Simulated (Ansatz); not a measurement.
**C2AlF (SMILES [F][Al]1[C]#[C]1): single points off equilibrium**

How do the functionals fare away from a minimum? The structure is a structure displaced at random from a GFN2-xTB minimum.

Computed with Ansatz 0.2.0, Gaussian basis. Level: single points in def2-TZVPP.

Cores are frozen in the correlated methods.

### Step 1. The starting structure

4 atoms, charge 0, spin multiplicity 1.

Atoms are counted from 1 here; the program's logs count them from 0.

Bond lengths: F1–Al2 1.656 Å, Al2–C3 1.936 Å, Al2–C4 1.916 Å, C3–C4 1.308 Å. Angles: F1–Al2–C3 159.3°, F1–Al2–C4 161.0°, C3–Al2–C4 39.7°, Al2–C3–C4 69.3°, Al2–C4–C3 71.0°.

Geometry (Å):

```tsv
atom	x (Å)	y (Å)	z (Å)
F1	-0.34600	-0.16990	2.10640
Al2	-0.07670	-0.04430	0.47680
C3	0.07620	0.76060	-1.27750
C4	0.31910	-0.52290	-1.33570
```

### Step 2. CCSD(T)/def2-TZVPP

run/in.yaml reads:

```yaml
crystal:
  periodic: [false, false, false]
  atoms:
    - {symbol: F, position_ang: [-0.346000, -0.169900, 2.106400]}
    - {symbol: Al, position_ang: [-0.076700, -0.044300, 0.476800]}
    - {symbol: C, position_ang: [0.076200, 0.760600, -1.277500]}
    - {symbol: C, position_ang: [0.319100, -0.522900, -1.335700]}
basis:
  gaussian: {orbitals: def2-TZVPP}
correlation: {method: ccsd_t}
output: {forces: true}
```

Launch:

```sh
$ ansatz run in.yaml --threads 4 --pin off --events-out ev --progress --plain --max-ram 5222MiB
```

### Step 3. PBE0-D4/def2-TZVPP

Changes to run/in.yaml since step 2:

```diff
@@ -9,3 +9,3 @@
   gaussian: {orbitals: def2-TZVPP}
-correlation: {method: ccsd_t}
-output: {forces: true}
+hamiltonian: {xc: pbe0, dispersion: d4}
+output: {forces: true, orbitals: {seedname: orbitals}}
```

### Step 4. wB97M-V/def2-TZVPP

Changes to run/in.yaml since step 3:

```diff
@@ -9,3 +9,3 @@
   gaussian: {orbitals: def2-TZVPP}
-hamiltonian: {xc: pbe0, dispersion: d4}
-output: {forces: true, orbitals: {seedname: orbitals}}
+hamiltonian: {xc: {name: wB97M-V}}
+output: {forces: true}
```

### Step 5. r2SCAN-D4/def2-TZVPP

Changes to run/in.yaml since step 4:

```diff
@@ -9,3 +9,3 @@
   gaussian: {orbitals: def2-TZVPP}
-hamiltonian: {xc: {name: wB97M-V}}
+hamiltonian: {xc: r2scan, dispersion: d4}
 output: {forces: true}
```

### Step 6. PBE-D4/def2-TZVPP

Changes to run/in.yaml since step 5:

```diff
@@ -9,3 +9,3 @@
   gaussian: {orbitals: def2-TZVPP}
-hamiltonian: {xc: r2scan, dispersion: d4}
+hamiltonian: {xc: pbe, dispersion: d4}
 output: {forces: true}
```

### Step 7. B97M-V/def2-TZVPP

Changes to run/in.yaml since step 6:

```diff
@@ -9,3 +9,3 @@
   gaussian: {orbitals: def2-TZVPP}
-hamiltonian: {xc: pbe, dispersion: d4}
+hamiltonian: {xc: {name: B97M-V}}
 output: {forces: true}
```

### Step 8. LC-wPBE/def2-TZVPP

Changes to run/in.yaml since step 7:

```diff
@@ -9,3 +9,3 @@
   gaussian: {orbitals: def2-TZVPP}
-hamiltonian: {xc: {name: B97M-V}}
+hamiltonian: {xc: {name: LC-wPBE}}
 output: {forces: true}
```

(Steps that only read results are left out.)

Q: Predict the outcome of this session. Wanted: energy less free atoms, CCSD(T)/def2-TZVPP; RMS force component; RMS force error; HOMO and LUMO, PBE0-D4; T1 diagnostic.

As calculated:

| quantity | value |
| --- | --- |
| energy less free atoms, CCSD(T)/def2-TZVPP | -400.6 kcal/mol |
| RMS force component | 0.700 to 1.445 eV/Å over the methods |
| RMS force error | PBE0-D4 0.416, wB97M-V 0.540, r2SCAN-D4 0.348, PBE-D4 0.219, B97M-V 0.364, LC-wPBE 0.777 eV/Å |
| HOMO and LUMO, PBE0-D4 | -7.64 and -2.44 eV |
| T1 diagnostic | 0.023 |

What this shows: Against CCSD(T) the functionals' energies less atoms differ by -30.0 to -9.5 kcal/mol, PBE-D4 by -30.0 kcal/mol. The reference is not at the basis limit: in triple zeta CCSD(T) underbinds, which counts against methods that bind more; the gaps are no ranking. For forces PBE-D4 does best and LC-wPBE worst. Frozen-core CCSD(T) forces in triple zeta carry basis errors of their own, and this is one geometry, so small gaps rank nothing.
